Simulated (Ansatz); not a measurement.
# WS: equation of state with PBE

The system is WS.

```
W S
1.0
     3.44485    0.00000    0.00000
     0.00000    3.44485    0.00000
     0.00000    0.00000    3.44485
W S
1 1
Direct
  0.50000 0.50000 0.50000
  0.00000 0.00000 0.00000
```

The cell was built by a generator and needn't be a form met in nature.

| Item | Value |
| --- | --- |
| Program | Ansatz 0.2.0 |
| Task | equation of state |
| Functional | PBE |
| Potentials or basis | all-electron LAPW, scalar-relativistic |
| Basis error allowed | 0.0005 eV/atom |
| k mesh | 8 × 8 × 8 |
| Occupations | fermi-dirac, width 0.05 eV |
| Spin | no spin polarisation |

* Equilibrium volume: outside the volumes run

Energy against volume, from the lowest point:
| volume (Å³/atom) | energy (meV/atom) |
| --- | --- |
| 19.214 | 0.00 |
| 19.622 | 90.44 |
| 20.031 | 181.20 |
| 20.440 | 271.96 |
| 20.849 | 362.43 |
| 21.258 | 452.38 |
| 21.666 | 541.63 |

All runs of the series together: 76 s on 1 thread of Arm Neoverse V2, on a shared host.

The run has no spin-orbit coupling, so splittings on W are missing.
